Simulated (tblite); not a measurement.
# C7H11NOSi: the cost of one run

The runs use tblite 0.8.0 and PySCF 2.14.0, with density-fitted response routines of our own; the level of theory stands in each step. All values are computed, except where a source is named. Atoms are numbered from 0 throughout.

## (1) The molecule as given

21 atoms, charge 0, multiplicity 1; geometry from: force field or distance geometry start.

Bonds of the start (Å): C0–C1 1.32, C1–C2 1.50, C2–C3 1.52, C3–C4 1.30, C2–C5 1.48, C5–C6 1.48, C6–N7 1.15, C5–O8 1.38, O8–Si9 1.73, C0–H10 1.08, C0–H11 1.08, C1–H12 1.12, C2–H13 1.12, C3–H14 1.11, C4–H15 1.09, C4–H16 1.10, C5–H17 1.12, Si9–H18 1.47, Si9–H19 1.49, Si9–H20 1.46.

## (2) Relaxing the molecule with GFN2-xTB

What the job is given:

```
{"job": {"kind": "relax", "xc": "GFN2-xTB", "basis": "xTB"}, "charge": 0, "multiplicity": 1}
C     -2.206900    -1.664100    -0.573100
C     -1.562300    -0.906600     0.291400
C     -0.555700     0.132300    -0.108300
C     -1.027100     1.387300     0.598000
C     -1.341400     2.489500    -0.017000
C      0.798000    -0.129100     0.434200
C      0.710800    -0.137800     1.907800
N      0.641200    -0.147000     3.060100
O      1.387200    -1.319300     0.062700
Si     2.895200    -0.886200    -0.663400
H     -2.915200    -2.393800    -0.197100
H     -2.048600    -1.532700    -1.632800
H     -1.704200    -1.009000     1.400500
H     -0.593000     0.257600    -1.217000
H     -1.103100     1.353100     1.709700
H     -1.675200     3.388200     0.504400
H     -1.280900     2.573800    -1.108900
H      1.489500     0.702100     0.152100
H      3.876200    -1.977700    -0.563100
H      3.482000     0.225800     0.143800
H      2.724500    -0.389400    -2.029600
```

Launch:

```bash
$ OMP_NUM_THREADS=1 python probes_run.py task.json out
```

This one command runs all jobs of the session in turn.

**Question.** How long does this first job take on 1 thread of Arm Neoverse V2, shared host, and how much memory does it need?

About 1.5 s, with a peak of 0.18 GiB.
